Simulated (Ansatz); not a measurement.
Born–Oppenheimer molecular dynamics of a periodic cell of 23 atoms, K₃S₄N₂O₁₄ (host K2S2NO7, host structure P-1, one K atom removed), cell charge -1. It goes on from the last frame of an earlier run, with new velocities.

Theory: Ansatz, DFT PBE-D3(BJ), scalar-relativistic, plane waves, PAW. Settings: accuracy low, cutoff 420 eV, k mesh 2x1x1, fermi-dirac smearing 0.05 eV, no spin polarisation.

```
ensemble            : NVT, Nosé–Hoover chain
time step           : 1 fs
steps asked         : 200
set temperature     : 1920 K
starting velocities : zero
thermostat          : time constant 100 fs, chain length 1
seed                : 88865
```

Frames 20 fs apart, positions in Å.

Velocities at 10.0 fs (Å/ps):

```
K -2.38 -0.36 0.26
K 0.47 -0.07 -0.67
K 0.78 -1.58 3.73
S -0.03 2.84 -2.95
S 3.69 8.28 -8.42
S 10.75 -5.90 -4.30
S -1.54 1.18 1.18
N -0.56 8.98 11.04
N 11.31 -14.40 -1.67
O 5.95 7.32 4.79
O -10.60 -17.12 12.13
O 4.39 -3.70 12.33
O 8.59 10.84 -1.96
O -17.72 -7.02 -10.04
O -1.82 0.52 -3.06
O -6.69 3.07 -8.36
O 1.42 -4.81 4.22
O 3.01 4.85 0.95
O 0.20 -0.68 -9.58
O 2.19 5.36 8.43
O -2.79 8.06 0.37
O -10.52 -4.67 -4.01
O -8.08 -5.16 6.51
```

```xyz
23
Lattice="7.2114 0.0000 0.0000 1.8717 6.9852 0.0000 2.9401 0.2964 6.9200" Properties=species:S:1:pos:R:3 time_fs=10.0 energy_less_start_eV=-2.899 T=1019
K 2.927 2.737 2.479
K 6.489 5.904 6.762
K 5.564 1.149 0.047
S 4.847 2.609 5.516
S 7.065 4.505 1.035
S 7.297 1.352 4.213
S 4.646 6.047 3.155
N 5.924 2.390 4.140
N 6.084 4.939 2.899
O 4.135 1.367 5.811
O 8.260 5.386 0.920
O 4.016 3.573 4.885
O 7.155 3.046 1.328
O 8.404 2.165 4.720
O 3.494 5.223 2.804
O 5.320 2.424 2.889
O 6.791 4.792 3.842
O 7.474 0.866 2.893
O 4.732 6.472 4.493
O 6.754 0.282 5.091
O 5.074 6.940 2.024
O 5.878 3.050 6.491
O 6.245 4.817 -0.103
23
Lattice="7.2114 0.0000 0.0000 1.8717 6.9852 0.0000 2.9401 0.2964 6.9200" Properties=species:S:1:pos:R:3 time_fs=30.0 energy_less_start_eV=-2.214 T=830
K 2.829 2.728 2.487
K 6.501 5.906 6.734
K 5.598 1.110 0.173
S 4.884 2.621 5.451
S 7.011 4.536 0.954
S 7.287 1.206 4.138
S 4.656 6.021 3.023
N 5.909 2.450 3.983
N 6.221 4.752 2.847
O 4.204 1.382 5.955
O 8.384 5.329 1.182
O 3.902 3.733 5.092
O 7.442 3.162 1.228
O 8.372 2.233 4.636
O 3.438 5.259 2.694
O 5.295 2.570 2.990
O 6.853 4.572 3.876
O 7.560 0.843 2.702
O 4.750 6.518 4.448
O 6.879 0.365 5.284
O 4.983 7.109 2.086
O 5.816 3.034 6.587
O 5.912 4.777 -0.040
23
Lattice="7.2114 0.0000 0.0000 1.8717 6.9852 0.0000 2.9401 0.2964 6.9200" Properties=species:S:1:pos:R:3 time_fs=50.0 energy_less_start_eV=-3.617 T=1423
K 2.642 2.731 2.500
K 6.476 5.915 6.673
K 5.669 1.076 0.350
S 4.837 2.699 5.717
S 7.102 4.479 1.080
S 7.342 1.272 4.105
S 4.676 6.049 2.927
N 5.827 2.413 3.953
N 6.142 4.720 2.764
O 4.254 1.419 5.897
O 8.088 5.482 1.135
O 3.944 3.717 5.235
O 7.559 3.138 0.957
O 8.394 2.148 4.495
O 3.534 5.308 2.518
O 5.284 2.780 2.868
O 6.879 4.296 3.689
O 7.456 0.691 2.802
O 4.782 6.433 4.362
O 7.026 0.373 5.141
O 4.986 7.133 2.034
O 5.905 3.097 6.553
O 5.944 4.753 0.289
23
Lattice="7.2114 0.0000 0.0000 1.8717 6.9852 0.0000 2.9401 0.2964 6.9200" Properties=species:S:1:pos:R:3 time_fs=70.0 energy_less_start_eV=-1.919 T=944
K 2.447 2.762 2.499
K 6.448 5.920 6.576
K 5.745 1.058 0.538
S 4.862 2.758 5.765
S 7.047 4.479 1.228
S 7.321 1.370 4.061
S 4.750 6.059 2.854
N 5.699 2.482 4.028
N 6.343 4.430 2.684
O 4.254 1.400 5.963
O 7.919 5.682 1.054
O 3.946 3.794 5.361
O 7.688 3.079 0.873
O 8.539 2.173 4.428
O 3.634 5.242 2.347
O 5.179 2.691 2.801
O 6.927 4.315 3.758
O 7.307 0.607 2.760
O 4.832 6.281 4.260
O 7.003 0.257 5.145
O 5.158 7.156 1.868
O 6.083 3.159 6.615
O 5.815 4.744 0.372
23
Lattice="7.2114 0.0000 0.0000 1.8717 6.9852 0.0000 2.9401 0.2964 6.9200" Properties=species:S:1:pos:R:3 time_fs=90.0 energy_less_start_eV=-2.517 T=1357
K 2.342 2.834 2.438
K 6.433 5.916 6.444
K 5.798 1.090 0.700
S 4.926 2.801 5.628
S 6.950 4.518 0.999
S 7.236 1.220 4.087
S 4.949 5.914 2.700
N 5.878 2.325 4.152
N 6.267 4.633 2.873
O 4.314 1.542 6.163
O 7.959 5.611 1.103
O 4.007 3.895 5.454
O 7.673 3.320 1.169
O 8.380 2.076 4.440
O 3.673 5.209 2.202
O 5.115 2.522 3.098
O 7.002 4.292 3.912
O 7.234 0.876 2.696
O 4.896 6.240 4.079
O 6.910 0.386 5.252
O 5.323 7.140 1.883
O 6.064 3.076 6.562
O 5.645 4.542 0.384
23
Lattice="7.2114 0.0000 0.0000 1.8717 6.9852 0.0000 2.9401 0.2964 6.9200" Properties=species:S:1:pos:R:3 time_fs=110.0 energy_less_start_eV=-3.175 T=1820
K 2.378 2.911 2.385
K 6.405 5.917 6.265
K 5.799 1.188 0.793
S 5.008 2.775 5.803
S 6.888 4.540 1.123
S 7.189 1.155 4.240
S 5.003 5.871 2.708
N 5.746 2.358 4.271
N 6.300 4.789 2.607
O 4.221 1.658 6.168
O 7.877 5.617 0.859
O 4.207 3.870 5.285
O 7.472 3.243 1.255
O 8.328 1.985 4.573
O 3.926 5.232 2.065
O 5.096 2.421 3.241
O 6.805 4.432 3.769
O 7.187 0.941 2.788
O 4.884 6.335 4.088
O 6.740 0.250 5.257
O 5.548 6.853 1.850
O 6.175 3.144 6.502
O 5.739 4.373 0.244
23
Lattice="7.2114 0.0000 0.0000 1.8717 6.9852 0.0000 2.9401 0.2964 6.9200" Properties=species:S:1:pos:R:3 time_fs=130.0 energy_less_start_eV=-0.992 T=1341
K 2.512 2.982 2.389
K 6.384 5.914 6.071
K 5.745 1.332 0.809
S 5.006 2.823 5.923
S 6.915 4.438 1.032
S 7.152 1.247 4.399
S 4.953 6.016 2.666
N 5.784 2.424 4.106
N 6.070 4.701 2.832
O 4.129 1.648 6.302
O 7.796 5.522 0.574
O 4.319 3.982 5.184
O 7.465 3.026 1.393
O 8.406 1.872 4.927
O 3.906 5.184 2.066
O 4.949 2.337 3.213
O 6.873 4.472 3.711
O 7.208 0.651 2.960
O 4.795 6.411 4.148
O 6.585 -0.043 5.149
O 5.798 6.859 1.700
O 6.316 3.169 6.707
O 5.807 4.396 -0.010
23
Lattice="7.2114 0.0000 0.0000 1.8717 6.9852 0.0000 2.9401 0.2964 6.9200" Properties=species:S:1:pos:R:3 time_fs=150.0 energy_less_start_eV=-1.236 T=1786
K 2.682 3.050 2.466
K 6.366 5.901 5.907
K 5.676 1.467 0.776
S 5.057 2.883 5.784
S 6.911 4.284 0.747
S 7.189 0.980 4.382
S 4.937 6.056 2.648
N 5.895 2.384 4.388
N 6.152 4.554 2.826
O 4.266 1.871 6.451
O 7.940 5.244 0.556
O 4.331 4.061 5.541
O 7.548 3.210 1.417
O 8.118 1.681 5.172
O 3.726 5.445 2.076
O 5.079 2.340 3.301
O 6.865 4.323 3.759
O 7.435 0.572 3.090
O 4.653 6.694 3.882
O 6.494 0.095 5.238
O 5.644 7.008 1.791
O 5.996 3.052 6.847
O 5.755 4.232 -0.129
23
Lattice="7.2114 0.0000 0.0000 1.8717 6.9852 0.0000 2.9401 0.2964 6.9200" Properties=species:S:1:pos:R:3 time_fs=170.0 energy_less_start_eV=-0.520 T=1866
K 2.859 3.113 2.604
K 6.277 5.878 5.801
K 5.598 1.552 0.733
S 5.026 2.877 6.026
S 6.997 4.245 0.698
S 7.172 0.757 4.498
S 4.825 6.175 2.668
N 5.943 2.232 4.366
N 6.143 4.536 2.584
O 4.071 1.726 6.200
O 8.059 5.373 0.478
O 4.321 4.134 5.546
O 7.561 2.951 1.257
O 8.178 1.671 5.325
O 3.619 5.649 1.938
O 5.242 2.469 3.365
O 6.778 4.291 3.611
O 7.621 0.623 3.055
O 4.587 6.972 3.948
O 6.334 -0.038 5.369
O 5.528 7.048 1.737
O 6.218 3.174 6.902
O 5.821 3.931 -0.135
```

Of the whole run (200 fs, mean temperature of the second half 1674 K): The conserved energy stayed within 0.79 meV per atom of its start (net change 0.26 meV per atom), so the integration is sound. The mean temperature of the second half is 13 % below the set value. A run of 0.2 ps of so small a system gives no equilibrium averages. Limits of this set-up: coarse k mesh, low accuracy level, charged cell in a uniform background, uncorrected.

The run took 14 min on 1 thread of Arm Neoverse V1, with other jobs on the host, peak memory 0.59 GiB.
